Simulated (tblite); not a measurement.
# C4H3FSe (SMILES Fc1ccc[se]1) at GFN1-xTB

What is the electronic atomisation energy of C4H3FSe at GFN1-xTB? 

The results are computed with tblite 0.8.0.

24 further runs of the same task are left out: 24 set aside as unsound or not needed.

## Step 1: The system as given

C4H3FSe: 9 atoms, total charge 0, spin state singlet. As SMILES, `Fc1ccc[se]1`. The shape was relaxed beforehand at GFN1-xTB.

Bond lengths: F1–C2 1.325 Å, C2–C3 1.350 Å, C3–C4 1.423 Å, C4–C5 1.353 Å, C2–Se6 1.859 Å, C5–Se6 1.860 Å, C3–H7 1.080 Å, C4–H8 1.082 Å, C5–H9 1.076 Å. Some angles: F1–C2–C3 124.4°, F1–C2–Se6 120.9°, C3–C2–Se6 114.7°, C2–C3–C4 112.5°, C3–C4–C5 114.9°, C4–C5–Se6 113.2°, C2–Se6–C5 84.8°, C2–C3–H7 124.0°, C4–C3–H7 123.6°, C3–C4–H8 121.8°.

## Step 2: Vibrational wavenumbers at GFN1-xTB

File input.xyz:

```xyz
9

F      2.170994     0.621165    -1.389476
C      1.042704     0.445156    -0.718357
C      0.684525    -0.709259    -0.117487
C     -0.578714    -0.615416     0.531186
C     -1.181668     0.591459     0.430562
Se    -0.188105     1.827120    -0.541925
H      1.286558    -1.606113    -0.125781
H     -1.011541    -1.454130     1.060865
H     -2.136252     0.853718     0.853213
```

File job.py:

```python
import json
import numpy as np
from tblite.interface import Calculator
from tblite.interface import symbols_to_numbers
from ase.data import atomic_masses

symbols = list(map(str, np.loadtxt("input.xyz", skiprows=2, usecols=0, dtype=str, ndmin=1)))
numbers = np.array(symbols_to_numbers(symbols))
positions = np.loadtxt("input.xyz", skiprows=2, usecols=(1, 2, 3), ndmin=2) / 0.52917721

tb = Calculator("GFN1-xTB", numbers, positions, charge=0, uhf=0)
tb.set("verbosity", 0)
tb.set("accuracy", 0.01)
wfn = tb.singlepoint()
h = 0.005  # bohr
n = positions.size
H, D = np.zeros((n, n)), np.zeros((n, 3))
for a in range(n):
    g, d = [], []
    for sign in (1, -1):
        x = positions.ravel().copy()
        x[a] += sign * h
        tb.update(x.reshape(-1, 3))
        y = tb.singlepoint()
        g.append(y.get('gradient').ravel())
        d.append(y.get('dipole'))
    H[a], D[a] = (g[0] - g[1]) / (2 * h), (d[0] - d[1]) / (2 * h)
mass = np.repeat(atomic_masses[numbers], 3)
H = (H + H.T) / 2 / np.sqrt(np.outer(mass, mass))
# project out translations and rotations
com = positions - atomic_masses[numbers] @ positions / atomic_masses[numbers].sum()
T = [np.tile(v, len(numbers)) for v in np.eye(3)] + [np.cross(com, v).ravel() for v in np.eye(3)]
U, sv, _ = np.linalg.svd((np.array(T) * np.sqrt(mass)).T)
Q = U[:, (sv > 1e-3 * sv.max()).sum():]
w, V = np.linalg.eigh(Q.T @ H @ Q)
freq = np.sign(w) * np.sqrt(np.abs(w)) * 5140.487
inten = (((Q @ V).T / np.sqrt(mass)) @ D) ** 2
inten = inten.sum(axis=1) * 974.88
print(f"E = {wfn.get('energy'):.8f} Eh, max gradient {np.abs(wfn.get('gradient')).max():.2e} Eh/bohr")
print("mode   frequency/cm^-1   IR/(km/mol)")
for i, (v, s) in enumerate(zip(freq, inten), 1):
    print(f"{i:4d} {v:14.2f} {s:14.3f}")
zpe = freq[freq > 0].sum() / 2 / 219474.63
print(f"imaginary modes: {(freq < -10).sum()}, zero-point energy {zpe:.6f} Eh = {zpe * 627.5095:.4f} kcal/mol")
out = {k: np.asarray(wfn.get(k)).tolist() for k in ("energy", "gradient", "charges", "dipole", "orbital-energies", "orbital-occupations")}
out.update(symbols=symbols, positions=(positions * 0.529177210903).tolist(), frequencies=freq.tolist(), intensities=inten.tolist(), zpe=zpe)
json.dump(out, open("results.json", "w"))
```

Started as:

```sh
$ python job.py
```

Standard output:

```text
E = -18.52952529 Eh, max gradient 2.80e-05 Eh/bohr
mode   frequency/cm^-1   IR/(km/mol)
   1         234.54          2.896
   2         295.09          7.344
   3         422.26          0.000
   4         426.67          6.097
   5         506.40          4.087
   6         622.18         14.524
   7         669.52          1.281
   8         713.95         46.818
   9         791.33         14.994
  10         795.71         13.318
  11         850.45          0.025
  12        1039.75          6.686
  13        1064.27          3.013
  14        1189.26        102.199
  15        1202.13         72.847
  16        1338.64          8.218
  17        1502.53        115.705
  18        1601.43         67.136
  19        3126.23          4.508
  20        3148.40          1.516
  21        3174.94          6.375
imaginary modes: 0, zero-point energy 0.056306 Eh = 35.3328 kcal/mol
```

Wall time 1.2 s (1 thread of Intel Xeon at 2.50GHz (Skylake/Cascade Lake), shared host).

## Step 3: The C atom: the energy at GFN1-xTB

File calc.py:

```python
# GFN1-xTB single point
import json
import numpy as np
from tblite.interface import Calculator

symbols = ["C"]
numbers = np.array([6])
positions = np.array([
    [0.000000, 0.000000, 0.000000],
]) / 0.5291772

tb = Calculator("GFN1-xTB", numbers, positions, charge=0, uhf=2)
tb.set("accuracy", 0.1)
tb.add("spin-polarization", 1.0)
sp = tb.singlepoint()

print(f"E(total): {sp.get('energy') * 627.5095:.8f} kcal/mol")
eps = np.atleast_2d(sp.get("orbital-energies")) * 27.211386
occ = np.atleast_2d(sp.get("orbital-occupations"))
filled = occ.sum(axis=0) if eps.shape[0] == 1 else occ[0]
homo = np.nonzero(filled > 0.5)[0].max()
print("  MO   occupation   energy/eV")
for i in range(max(0, homo - 4), min(eps.shape[1], homo + 5)):
    print(f"{i + 1:4d} {filled[i]:10.4f} {eps[0, i]:12.4f}")
mu = sp.get("dipole") * 2.541746
print(f"Dipole moment: {np.linalg.norm(mu):.4f} D, components " + " ".join(f"{c:.4f}" for c in mu))
q = sp.get("charges")
print("Charges:", " ".join(f"{s}{i + 1}={c:+.4f}" for i, (s, c) in enumerate(zip(symbols, q))))
out = {k: np.asarray(sp.get(k)).tolist() for k in ("energy", "gradient", "charges", "dipole", "orbital-energies", "orbital-occupations")}
out.update(symbols=symbols, positions=(positions * 0.529177210903).tolist())
json.dump(out, open("results.json", "w"))
```

Started as:

```sh
$ python calc.py
```

Standard output:

```text
------------------------------------------------------------
  cycle        total energy    energy error   density error
------------------------------------------------------------
      1     -1.784671808014  -1.7846718E+00   1.0000000E+00
      2     -1.784671808014   0.0000000E+00   6.0000000E-01
      3     -1.784671808014   0.0000000E+00   3.5996400E-05
      4     -1.784671808014   0.0000000E+00   1.1191048E-13
------------------------------------------------------------

 total:                                   0.001 sec
E(total): -1119.89851391 kcal/mol
  MO   occupation   energy/eV
   1     1.0000     -14.9491
   2     0.6667     -11.2868
   3     0.6667     -11.2868
   4     0.6667     -11.2868
Dipole moment: 0.0000 D, components 0.0000 0.0000 0.0000
Charges: C1=+0.0000
```

Run time: 0.41 s. Hardware: 1 thread of Intel Xeon at 2.50GHz (Skylake/Cascade Lake), shared host.

## Step 4: The F atom: the energy at GFN1-xTB

File molecule.xyz:

```xyz
1

F      0.000000     0.000000     0.000000
```

File job.py:

```python
import json
import numpy as np
from tblite.interface import Calculator
from tblite.interface import symbols_to_numbers

symbols = list(map(str, np.loadtxt("molecule.xyz", skiprows=2, usecols=0, dtype=str, ndmin=1)))
numbers = np.array(symbols_to_numbers(symbols))
positions = np.loadtxt("molecule.xyz", skiprows=2, usecols=(1, 2, 3), ndmin=2) / 0.52917721

calculator = Calculator("GFN1-xTB", numbers, positions, charge=0, uhf=1)
calculator.set("accuracy", 0.1)
calculator.add("spin-polarization", 1.0)
sp = calculator.singlepoint()

print(f"E(total): {sp.get('energy') * 627.5095:.8f} kcal/mol")
eps = np.atleast_2d(sp.get("orbital-energies")) * 27.211386
occ = np.atleast_2d(sp.get("orbital-occupations"))
filled = occ.sum(axis=0) if eps.shape[0] == 1 else occ[0]
homo = np.nonzero(filled > 0.5)[0].max()
print("  MO   occupation   energy/eV")
for i in range(max(0, homo - 4), min(eps.shape[1], homo + 5)):
    print(f"{i + 1:4d} {filled[i]:10.4f} {eps[0, i]:12.4f}")
mu = sp.get("dipole") * 2.541746
print(f"Dipole moment: {np.linalg.norm(mu):.4f} D, components " + " ".join(f"{c:.4f}" for c in mu))
q = sp.get("charges")
print("Charges:", " ".join(f"{s}{i + 1}={c:+.4f}" for i, (s, c) in enumerate(zip(symbols, q))))
out = {k: np.asarray(sp.get(k)).tolist() for k in ("energy", "gradient", "charges", "dipole", "orbital-energies", "orbital-occupations")}
out.update(symbols=symbols, positions=(positions * 0.529177210903).tolist())
json.dump(out, open("results.json", "w"))
```

Run the same way, it converges to -5.01191 Eh (log not shown).

## Step 5: The H atom: a single-point energy at GFN1-xTB

File job.py:

```python
# GFN1-xTB single point
import json
import numpy as np
from tblite.interface import Calculator
from tblite.interface import symbols_to_numbers

geometry = """
H      0.000000     0.000000     0.000000
"""
lines = [l.split() for l in geometry.strip().splitlines()]
symbols = [l[0] for l in lines]
numbers = np.array(symbols_to_numbers(symbols))
positions = np.array([l[1:4] for l in lines], float) / 0.5291772

calc = Calculator("GFN1-xTB", numbers, positions, charge=0, uhf=1)
calc.set("verbosity", 0)
calc.set("accuracy", 0.1)
calc.add("spin-polarization", 1.0)
sp = calc.singlepoint()

print(f"total energy: {sp.get('energy'):.8f} Eh")
eps = np.atleast_2d(sp.get("orbital-energies")) * 27.211386
occ = np.atleast_2d(sp.get("orbital-occupations"))
filled = occ.sum(axis=0) if eps.shape[0] == 1 else occ[0]
homo = np.nonzero(filled > 0.5)[0].max()
print(f"HOMO {eps[0, homo]:.4f} eV")
if homo + 1 < eps.shape[1]:
    print(f"LUMO {eps[0, homo + 1]:.4f} eV, gap {eps[0, homo + 1] - eps[0, homo]:.4f} eV")
mu = sp.get("dipole") * 2.541746
print(f"|mu|: {np.linalg.norm(mu):.4f} D, components " + " ".join(f"{c:.4f}" for c in mu))
q = sp.get("charges")
print("Charges:", " ".join(f"{s}{i + 1}={c:+.4f}" for i, (s, c) in enumerate(zip(symbols, q))))
out = {k: np.asarray(sp.get(k)).tolist() for k in ("energy", "gradient", "charges", "dipole", "orbital-energies", "orbital-occupations")}
out.update(symbols=symbols, positions=(positions * 0.529177210903).tolist())
json.dump(out, open("results.json", "w"))
```

Started as:

```sh
$ python job.py
```

Standard output:

```text
total energy: -0.43724197 Eh
HOMO -12.8725 eV
LUMO -4.1209 eV, gap 8.7516 eV
|mu|: 0.0000 D, components 0.0000 0.0000 0.0000
Charges: H1=+0.0000
```

Run time: 0.39 s. Hardware: 1 thread of Intel Xeon at 2.50GHz (Skylake/Cascade Lake), shared host.

## Step 6: The Se atom: the energy at GFN1-xTB

File calc.py:

```python
import json
import numpy as np
from ase import Atoms
from ase.units import Bohr
from tblite.ase import TBLite
from ase.units import kcal, mol as mol_
from ase.units import Debye

mol = Atoms(["Se"], positions=Bohr * np.array([
    [0.000000, 0.000000, 0.000000],
]))
start = mol.get_positions()

mol.calc = TBLite(
    method="GFN1-xTB",
    multiplicity=3,
    accuracy=0.1,
    spin_polarization=1.0,
)
print(f"Energy: {mol.get_potential_energy() / (kcal / mol_):.6f} kcal/mol")
print(f"Dipole: {np.linalg.norm(mol.get_dipole_moment()) / Debye:.4f} D")
print("Charges:", np.round(mol.get_charges(), 4))
json.dump(dict(energy=mol.get_potential_energy(), forces=mol.get_forces().tolist(), dipole=mol.get_dipole_moment().tolist(), charges=mol.get_charges().tolist(),
               symbols=mol.get_chemical_symbols(), start=start.tolist(), final=mol.positions.tolist()), open("results.json", "w"))
```

Run the same way, it converges to -3.24815 Eh (log not shown).

## Step 7: Outcome

Level: GFN1-xTB.

```
                                     quantity         value
                       molecule: total energy  -18.52953 Eh
                      molecule: dipole moment        1.66 D
                        molecule: HOMO energy     -11.25 eV
                        molecule: LUMO energy      -7.34 eV
                      molecule: HOMO–LUMO gap       3.92 eV
           molecule: largest force on an atom    0.002 eV/Å
         molecule: lowest harmonic wavenumber      235 cm⁻¹
        molecule: highest harmonic wavenumber     3175 cm⁻¹
                  molecule: zero-point energy  147.8 kJ/mol
                         C atom: total energy   -1.78467 Eh
                        C atom: dipole moment        0.00 D
C atom: HOMO energy (as the program lists it)     -11.29 eV
             C atom: largest force on an atom    0.000 eV/Å
                         F atom: total energy   -5.01191 Eh
                        F atom: dipole moment        0.00 D
F atom: HOMO energy (as the program lists it)     -18.09 eV
             F atom: largest force on an atom    0.000 eV/Å
                         H atom: total energy   -0.43724 Eh
                        H atom: dipole moment        0.00 D
H atom: HOMO energy (as the program lists it)     -12.87 eV
             H atom: largest force on an atom    0.000 eV/Å
                        Se atom: total energy   -3.24815 Eh
                       Se atom: dipole moment        0.00 D
            Se atom: largest force on an atom    0.000 eV/Å
                electronic atomisation energy     49.499 eV
```

Taking the molecule apart into free atoms costs 49.50 eV (1141 kcal/mol), before zero-point energy and without spin-orbit coupling. Tight-binding and semi-empirical models aren't fitted to free atoms, so this value can be far from the true one. All 21 modes (molecule) are real, so the shape is a minimum at this level. Mulliken charges (molecule) run from -0.24 on F1 to +0.23 on C2.
